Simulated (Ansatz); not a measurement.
# SiMo3: the cost of one run

Method: DFT PBEsol, scalar-relativistic, plane waves, PAW, in Ansatz 0.2.0.

2 further runs of the same task are left out: 2 set aside as unsound or not needed.

## 1. The system as given

The structure is cubic, space group Pm-3n (No. 223). Conventional cell: a = 4.862 Å, b = 4.862 Å, c = 4.862 Å, α = 90.00°, β = 90.00°, γ = 90.00°. Si (site symmetry m-3) has 12 Mo at 2.72 Å in its first shell of neighbours. Around Mo (site symmetry -4m2) lie 2 Mo at 2.43 Å and 4 Si at 2.72 Å.

Structure file:

```cif
data_structure
_symmetry_space_group_name_H-M 'Pm-3n'
_symmetry_Int_Tables_number 223
_cell_length_a 4.8616
_cell_length_b 4.8616
_cell_length_c 4.8616
_cell_angle_alpha 90.000
_cell_angle_beta 90.000
_cell_angle_gamma 90.000
_cell_volume 114.90
loop_
_atom_site_label
_atom_site_type_symbol
_atom_site_symmetry_multiplicity
_atom_site_Wyckoff_symbol
_atom_site_fract_x
_atom_site_fract_y
_atom_site_fract_z
_atom_site_occupancy
Si1 Si 2 a 0.00000 0.00000 0.00000 1
Mo1 Mo 6 c 0.25000 0.00000 0.50000 1
```

This cell was relaxed beforehand with the same method: volume 14.36 Å³/atom, gap on the mesh none (metal).

## 2. The bulk in the cell of the plane

Contents of input.yaml:

```yaml
crystal:
  lattice:
    - [4.8615851673, 0.0, 0.0]
    - [0.0, 6.8753196783, 0.0]
    - [0.0, 3.4376598391, 3.4376598391]
  atoms:
    - { symbol: Si, position: [0.0, 0.0, 0.0] }
    - { symbol: Si, position: [0.5, 0.5, 0.0] }
    - { symbol: Mo, position: [0.5, 0.75, 0.25] }
    - { symbol: Mo, position: [0.0, 0.5, 0.25] }
    - { symbol: Mo, position: [0.5, 0.25, 0.75] }
    - { symbol: Mo, position: [0.0, 0.5, 0.75] }
    - { symbol: Mo, position: [0.25, 0.0, 0.5] }
    - { symbol: Mo, position: [0.75, 0.0, 0.5] }
basis:
  ecutwfc: 420
kpoints:
  mp_grid: { grid: [7, 5, 10] }
hamiltonian:
  xc: pbesol
scf:
  occupations: { method: gaussian, width: 0.1 }
output:
  forces: true
  stress: true
  eigenvalues: true
```

Started as:

```
> ansatz run input.yaml --threads 4 --pin off --max-ram 10240MiB --backend cpu --events-out ev --progress --plain --runs-dir out
```

Q: Estimate wall time and peak memory on 4 threads of Arm Neoverse V2, shared host.

About 3.8 s, with a peak of 0.59 GiB.
